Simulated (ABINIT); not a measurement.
# ZrB (Fm-3m) in ABINIT: further runs, part 2 of 2

ABINIT 10.8.3 (patched build). Earlier steps stand in the parts before.

### Step 4. Elastic constants, PBEsol (cell relaxed at zero pressure by an earlier run)

File run.abi:

```
ndtset 2

pp_dirpath "./"
pseudos "Zr.upf, B.upf"

acell 6.5002918002 6.5002918002 6.5002918002
rprim
     0.0000000000     0.7071067812     0.7071067812
     0.7071067812     0.0000000000     0.7071067812
     0.7071067812     0.7071067812     0.0000000000
ntypat 2
znucl 40 5
natom 2
typat 1 2
chkprim 0
chksymtnons 0
tolsym 1.0e-6
xred
            0.0            0.0            0.0
            1/2            1/2            1/2

ecut 38.0
ecutsm 0.5

ngkpt 6 6 6
nshiftk 4
shiftk
     0.5000000000     0.5000000000     0.5000000000
     0.5000000000     0.0000000000     0.0000000000
     0.0000000000     0.5000000000     0.0000000000
     0.0000000000     0.0000000000     0.5000000000

ixc -116133

nband 16
occopt 3
tsmear 0.05 eV

nstep 80

prteig 0
prtebands 0
prtwf 0
prtden 0
prtpot 0

kptopt1 1
tolvrs1 1.0e-15
prtwf1 1
tolwfr1 1.0e-14
nbdbuf1 4
nline1 6

rfphon2 1
rfstrs2 3
rfatpol2 1 2
rfdir2 1 1 1
getwfk2 1
kptopt2 2
nqpt2 1
qpt2 0.0 0.0 0.0
tolvrs2 1.0e-9
```

File mrgddb.in:

```
merged_DDB
ZrB
2
runo_DS1_DDB
runo_DS2_DDB
```

File anaddb.abi:

```
ddb_filepath "merged_DDB"
output_file "anaddb.abo"
outdata_prefix "ana"
asr 2
chneut 0
dipdip 0
dieflag 0
enunit 0
elaflag 3
instrflag 1
eivec 1
nph1l 1
qph1l 0.0 0.0 0.0 1.0
```

Potentials or basis: PseudoDojo NC SR PBEsol v0.4.1 standard.

The run is started by

```console
$ mpirun --bind-to none -np 4 abinit run.abi > log 2>&1
$ mrgddb < mrgddb.in > mrgddb.log 2>&1
$ anaddb anaddb.abi > anaddb.log 2>&1
```

run.abo:

```text
.Version 10.8.3 of ABINIT
 DATASET    1 : space group Fm -3 m (#225); Bravais cF (face-center cubic)
================================================================================
 Values of the parameters that define the memory need for DATASET  1.
     intxc =       0    ionmov =       0      iscf =       7    lmnmax =       6
     lnmax =       6     mgfft =      40  mpssoang =       3    mqgrid =    3001
     natom =       2  nloc_mem =       1    nspden =       1   nspinor =       1
    nsppol =       1      nsym =      48    n1xccc =    2501    ntypat =       2
    occopt =       3   xclevel =       2
       mpw =        2187          nfft =       64000          nkpt =          28
================================================================================
================================================================================

 DATASET    2 : space group Fm -3 m (#225); Bravais cF (face-center cubic)
================================================================================
 Values of the parameters that define the memory need for DATASET  2 (RF).
     intxc =       0      iscf =       7    lmnmax =       6     lnmax =       6
     mgfft =      40  mpssoang =       3    mqgrid =    3001     natom =       2
  nloc_mem =       1    nspden =       1   nspinor =       1    nsppol =       1
      nsym =      48    n1xccc =    2501    ntypat =       2    occopt =       3
   xclevel =       2
      nfft =       64000          nkpt =         432
================================================================================
================================================================================

--------------------------------------------------------------------------------
------------- Echo of variables that govern the present computation ------------
--------------------------------------------------------------------------------
 -outvars: echo values of preprocessed input variables --------
            acell      6.5002918002E+00  6.5002918002E+00  6.5002918002E+00 Bohr
              amu      9.12240000E+01  1.08110000E+01
          chkprim           0
      chksymtnons           0
             ecut      3.80000000E+01 Hartree
           ecutsm      5.00000000E-01 Hartree
           getwfk1          0
           getwfk2          1
              ixc     -116133
           jdtset        1    2
                       outvar_i_n : Printing only first  50 k-points.
           kptopt1          1
           kptopt2          2
         kptrlatt        6   -6    6     -6    6    6     -6   -6    6
          kptrlen      5.51568049E+01
            natom           2
            nband1         16
[... 617 lines left out ...]
    (  non-var. 2DEtotal :    3.0235902688E-01 Ha)

================================================================================

 ---- first-order wavefunction calculations are completed ----

 ==> Compute Derivative Database <==

  Dynamical matrix, in cartesian coordinates,
   if specified in the inputs, asr has been imposed
     j1       j2             matrix element
  dir pert dir pert     real part    imaginary part

   1    1   1    1         0.0698876688         0.0000000000
   1    1   1    2        -0.0698876688         0.0000000000
[... 13 lines left out ...]
   3    2   3    1        -0.0698876265         0.0000000000
   3    2   3    2         0.0698876265         0.0000000000

  Rigid-atom elastic tensor , in cartesian coordinates,
     j1       j2             matrix element
  dir pert dir pert     real part    imaginary part

   1    5   1    5         0.0125880280         0.0000000000
   1    5   2    5         0.0023288595         0.0000000000
   1    5   3    5         0.0023288594         0.0000000000
[... 11 lines left out ...]
   2    6   2    6         0.0015568233         0.0000000000

   3    6   3    6         0.0015568235         0.0000000000

  Internal strain coupling parameters, in cartesian coordinates,
   zero average net force deriv. has been imposed
     j1       j2             matrix element
  dir pert dir pert     real part    imaginary part

  Phonon wavevector (reduced coordinates) :  0.00000  0.00000  0.00000
 Phonon energies in Hartree :
   0.000000E+00  0.000000E+00  0.000000E+00  1.991623E-03  1.991623E-03
   1.991623E-03
 Phonon frequencies in cm-1    :
   0.000000E+00  0.000000E+00  0.000000E+00  4.371108E+02  4.371108E+02
   4.371108E+02

== END DATASET(S) ==============================================================
================================================================================

 -outvars: echo values of variables after computation  --------
            acell      6.5002918002E+00  6.5002918002E+00  6.5002918002E+00 Bohr
           etotal1    -5.3562854605E+01
           etotal2     3.0235901692E-01
            fcart1    -0.0000000000E+00 -0.0000000000E+00 -0.0000000000E+00
                      -0.0000000000E+00 -0.0000000000E+00 -0.0000000000E+00
            fcart2     0.0000000000E+00  0.0000000000E+00  0.0000000000E+00
                       0.0000000000E+00  0.0000000000E+00  0.0000000000E+00
            rprim      0.0000000000E+00  7.0710678120E-01  7.0710678120E-01
                       7.0710678120E-01  0.0000000000E+00  7.0710678120E-01
                       7.0710678120E-01  7.0710678120E-01  0.0000000000E+00
           strten1     2.7907741915E-06  2.7907741915E-06  2.7907741915E-06
                       0.0000000000E+00  0.0000000000E+00  0.0000000000E+00
           strten2     0.0000000000E+00  0.0000000000E+00  0.0000000000E+00
                       0.0000000000E+00  0.0000000000E+00  0.0000000000E+00
           xangst      0.0000000000E+00  0.0000000000E+00  0.0000000000E+00
                       2.4323103484E+00  2.4323103484E+00  2.4323103484E+00
             xred      0.0000000000E+00  0.0000000000E+00  0.0000000000E+00
                       5.0000000000E-01  5.0000000000E-01  5.0000000000E-01
 Calculation completed.
```

anaddb.abo:

```text
.Version 10.8.3 of ANADDB
================================================================================

 -outvars_anaddb: echo values of input variables ----------------------
[... 155 lines left out ...]
  (at fixed electric field boundary condition)

   0.2865672  -0.0447396  -0.0447396   0.0000000  -0.0000000   0.0000000
  -0.0447397   0.2865674  -0.0447396  -0.0000000   0.0000000   0.0000000
  -0.0447397  -0.0447396   0.2865674  -0.0000000  -0.0000000  -0.0000000
   0.0000000  -0.0000000  -0.0000000   2.1832572  -0.0000000   0.0000000
  -0.0000000   0.0000000  -0.0000000  -0.0000000   2.1832477   0.0000000
  -0.0000000  -0.0000000   0.0000000   0.0000000   0.0000000   2.1832474

================================================================================

 anaddb : the run completed successfully.
```

Run time: 3.8 min. Hardware: 4 MPI ranks of Intel Xeon Platinum 8488C (Sapphire Rapids), shared host; peak memory 0.52 GiB.

These settings aren't checked as converged: the numbers below hold their error.

Results:

```yaml
Free_energy: -1457.5195 eV
Pressure: -0.1 GPa
Highest_phonon_frequency_at_Γ_LO-TO_splitting_left_out: 437 cm⁻¹
```

Caveat: the mesh is coarse for a metal's response.
